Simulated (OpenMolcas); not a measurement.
# Ag⁴⁺ among point charges: CASSCF and CASPT2 levels and susceptibility

How does a field of 5 point charges split the states of Ag⁴⁺, and what χT follows?

The numbers are computed with OpenMolcas 26.06 (state-averaged CASSCF and CASPT2, spin-orbit coupling by RASSI with atomic mean-field integrals), except any that are marked as measured or tabulated.

### 1 Starting point

```
Species                           : Ag⁴⁺ (silver, Z = 47, 43 electrons)
Basis                             : ANO-RCC-VDZP [6s5p3d1f], 43 functions
Scalar Hamiltonian                : DKH2, point nucleus
Inactive shells                   : 1s 2s 2p 3s 3p 3d 4s 4p
Active space                      : 7 electrons in 5 orbitals (4d)
Some configurations of this space : 4d⁷
Orbitals                          : optimised for each spin and parity, averaged over all roots
```

Outer shells as boxes (Hund's rule):

4d7
```
4d [↑↓][↑↓][↑ ][↑ ][↑ ]
```

The ion sits among 5 point charges of -2 e arranged as a trigonal bipyramid (D3h), 1.82 Å from the ion, with the axial distance 1.674 Å.

The work runs as a chain of OpenMolcas steps in one folder; each step below is one input file. Labels, J, g values, rates, χT and fits are worked out afterwards by a script from the matrices that RASSI stores.

### 2 GATEWAY and SEWARD: basis and integrals

Contents of a.inp:

```
&GATEWAY
Coord
1

Ag 0.0 0.0 0.0
Basis=ANO-RCC-VDZP
Group=NoSym
NoMove
AngMom=0.0 0.0 0.0
AMFI
XField
5 Angstrom 0
1.820000 0.000000 0.000000 -2.000000
-0.910000 1.576166 0.000000 -2.000000
-0.910000 -1.576166 0.000000 -2.000000
0.000000 0.000000 1.674400 -2.000000
0.000000 0.000000 -1.674400 -2.000000
&SEWARD
```

### 3 Reference wave functions, quartets, 10 roots

Contents of a.inp:

```
&RASSCF
FileOrb=start.orb
Symmetry=1
Spin=4
nActEl=7 0 0
Inactive=18
Ras2=5
CIRoot=10 10 1
SDav=10
CIMx=300
Iter=120 100
PrWF=0.3
OrbListing=Nothing
MaxOrb=0
>>> COPY $Project.JobIph JOB001
```

start.orb holds the contracted functions of the basis, ordered by shell, or the orbitals of the step before.

### 4 Reference wave functions, doublets, 40 roots

Contents of a.inp:

```
&RASSCF
FileOrb=start.orb
Symmetry=1
Spin=2
nActEl=7 0 0
Inactive=18
Ras2=5
CIRoot=40 40 1
SDav=40
CIMx=300
Iter=120 100
PrWF=0.3
OrbListing=Nothing
MaxOrb=0
>>> COPY $Project.JobIph JOB002
```

### 5 State interaction with spin-orbit coupling

Contents of a.inp:

```
&RASSI
NrOfJobIphs=2 10 40
1 2 3 4 5 6 7 8 9 10
1 2 3 4 5 6 7 8 9 10 11 12 13 14 15 16 17 18 19 20 21 22 23 24 25 26 27
28 29 30 31 32 33 34 35 36 37 38 39 40
IphNames
JOB001
JOB002
EJob
SpinOrbit
DIPRint=1.0
SOCoupling=1000.0
Subsets=2
Property=9
'ANGMOM' 1 'ANGMOM' 2 'ANGMOM' 3 'MLTPL  1' 1 'MLTPL  1' 2 'MLTPL  1' 3
'AMFI' 1 'AMFI' 2 'AMFI' 3
SOProperty=3
'ANGMOM' 1 'ANGMOM' 2 'ANGMOM' 3
```

### 6 CASPT2: IPEA 0.25, imaginary shift 0.1 (closed shells correlated: 4s 4p)

Contents of a.inp:

```
>>> COPY JOB001 $Project.JobIph
&CASPT2
Multistate=10 1 2 3 4 5 6 7 8 9 10
NoMult
Frozen=14
IPEA=0.25
Imaginary=0.1
MaxIter=60
WThr=0.0 0.3 0.05
PrWF=0.5
NoMix
>>> COPY JOB002 $Project.JobIph
&CASPT2
Multistate=40 1 2 3 4 5 6 7 8 9 10 11 12 13 14 15 16 17 18 19 20 21 22
23 24 25 26 27 28 29 30 31 32 33 34 35 36 37 38 39 40
NoMult
Frozen=14
IPEA=0.25
Imaginary=0.1
MaxIter=60
WThr=0.0 0.3 0.05
PrWF=0.5
NoMix
```

(Steps that only read results are left out.)

**Question.** What will these runs give? Wanted: spin-free ground state; first state of the same spin within the active space; lowest level; next level.

**Answer**, as computed:

| quantity | value |
| --- | --- |
| method | SS-CASPT2, IPEA 0.25, imaginary shift 0.1 (closed shells correlated: 4s 4p) |
| spin-free ground state | 4A1, 1-fold in its orbital part |
| first state of the same spin within the active space | 4A2 at 12.7 cm⁻¹ |
| lowest level | 2-fold E3/2, g = 0.00, 0.00, 11.95 |
| next level | 2041.8 cm⁻¹ |
| χT at 300 K | 4.66 cm³ K/mol |
| effective moment at 300 K | 6.10 μB |

Cost by method:

| method | time of its own steps | time with the reference |
| --- | --- | --- |
| A. CASSCF | 15 s | 15 s |
| B. SS-CASPT2, IPEA 0.25, imaginary shift 0.1, +4s 4p | 6.6 s | 21 s |

Times are of one thread on a shared host.

In words: The spin-free ground state (4A1) comes to 100 % from free-ion F terms and keeps the highest spin of the shell. χT at 300 K is 4.66, against 1.88 cm³ K/mol for the spin alone, so orbital moment adds to it. An active space of the d shell alone favours high spin; real ions in strong fields can be low spin. CASPT2 does not keep the components of a term degenerate, and the means are used. The field of point charges can differ much from that of real complexes. With metal d orbitals alone active, the gaps between spin states are rough; where two lie within a few thousand cm-1, their order is open. Point charges carry no covalency, so the field is a model and not that of real ligands.
